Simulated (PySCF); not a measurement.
# H3O3Pb (Pb(OH)3-): the cost of one run

The runs use PySCF 2.14.0; PBE0, Pb def2-SVP with ECP60, O def2-SVP, H def2-SVP; scalar-relativistic core potentials, no spin–orbit coupling.

2 further runs of the same task are left out: 2 for a known fault of the program. Runs told in other sessions of the task aren't counted.

**1. Starting geometry**

7 atoms, charge -1, spin multiplicity 1.

Bond lengths: Pb1–O2 2.191 Å, Pb1–O4 2.191 Å, Pb1–O6 2.191 Å, O2–H3 0.969 Å, O4–H5 0.969 Å, O6–H7 0.969 Å. Angles: O2–Pb1–O4 88.0°, O2–Pb1–O6 88.0°, O4–Pb1–O6 88.0°, Pb1–O2–H3 96.4°, Pb1–O4–H5 96.4°, Pb1–O6–H7 96.4°.

Geometry (Å):

```xyz
7
charge -1, multiplicity 1
Pb    0.00000    0.00000   -0.23813
O     1.74328    0.22399    1.06921
H     1.50033   -0.47420    1.69495
O    -1.06562    1.39773    1.06921
H    -0.33950    1.53643    1.69495
O    -0.67766   -1.62172    1.06921
H    -1.16084   -1.06223    1.69495
```

Formal oxidation states: Pb +2. An earlier session relaxed this geometry at PBE0, Pb def2-SVP with ECP60, O def2-SVP, H def2-SVP (singlet, point group C3).

Its energy there is -420.002451 Eh.

**2. Atoms moved at random, σ = 0.1 Å**

Contents of run.py (the lines that set the calculation):

```python
mol = gto.M(atom='''
Pb     0.10209     0.09957    -0.24756
O      1.73082     0.06701     1.12153
H      1.51096    -0.50789     1.74293
O     -1.18737     1.35684     1.03063
H     -0.50129     1.69698     1.76260
O     -0.52363    -1.64633     1.08724
H     -1.13157    -1.06619     1.55698''',
    basis={'Pb': 'def2-SVP', 'O': 'def2-SVP', 'H': 'def2-SVP'},
    ecp={'Pb': 'def2-SVP'},
    charge=-1, spin=0)
mf = dft.RKS(mol, xc='PBE0')
mf.grids.atom_grid = (50, 194)
mf = mf.density_fit()  # fitting sets: Pb def2-universal-JKFIT, O def2-universal-JKFIT, H def2-universal-JKFIT
mf.conv_tol = 1e-08; mf.max_cycle = 55
mf.kernel(dm0)  # dm0: the density of the relaxed state
```

Run with:

```
$ OMP_NUM_THREADS=2 python run.py
```

**Question.** How long does this run take on 2 threads of Arm Neoverse N1, shared host?

About 3.3 s.
